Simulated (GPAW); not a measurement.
GaGe3:

```
CELL_PARAMETERS angstrom
4.27847 0.00000 0.00000
0.00000 4.27847 0.00000
0.00000 0.00000 4.27847
ATOMIC_POSITIONS crystal
Ge 0.50000 0.50000 0.00000
Ge 0.50000 0.00000 0.50000
Ge 0.00000 0.50000 0.50000
Ga 0.00000 0.00000 0.00000
```

The cell comes from a database or a generator and needn't be the stable form of this composition.

* Program: GPAW 26.7.0
* Task: relaxation of cell and atoms
* Functional: PBEsol
* Dispersion: D3(BJ)+ATM
* Potentials or basis: PAW data sets generated in the run's folder for this functional
* Cutoff: 600 eV
* Basis: pw
* k mesh: 6 × 6 × 6
* Occupations: fermi-dirac, width 0.05 eV
* Spin: no spin polarisation

At the start: pressure -6.0 GPa; volume 19.58 Å³/atom.

Problem. How do energy, volume and symmetry change on relaxing?

Solution. Over 4 steps the energy falls by 37.6 meV/atom and the volume is 17.74 Å³/atom (-9.4 %); space group Pm-3m (No. 221, to 0.05 Å).

Step by step:
```tsv
step	energy change (eV)	largest force (eV/Å)	pressure (GPa)	volume (Å³)
1	0.0000	0.0000	-6.00	78.32
2	-0.0220	0.0000	-5.63	77.71
3	-0.1463	0.0000	1.13	69.83
4	-0.1503	0.0000	-0.13	70.98
```

Final structure:
```cif
data_structure
_symmetry_space_group_name_H-M 'P 1'
_symmetry_Int_Tables_number 1
_cell_length_a 4.1404
_cell_length_b 4.1404
_cell_length_c 4.1404
_cell_angle_alpha 90.000
_cell_angle_beta 90.000
_cell_angle_gamma 90.000
_cell_volume 70.98
loop_
_atom_site_label
_atom_site_type_symbol
_atom_site_fract_x
_atom_site_fract_y
_atom_site_fract_z
_atom_site_occupancy
Ge1 Ge 0.50000 0.50000 0.00000 1
Ge2 Ge 0.50000 0.00000 0.50000 1
Ge3 Ge 0.00000 0.50000 0.50000 1
Ga1 Ga 0.00000 0.00000 0.00000 1
```

Caveat: later steps reuse the first step's grids; pairwise dispersion overbinds metals, which lowers pressure and volume.
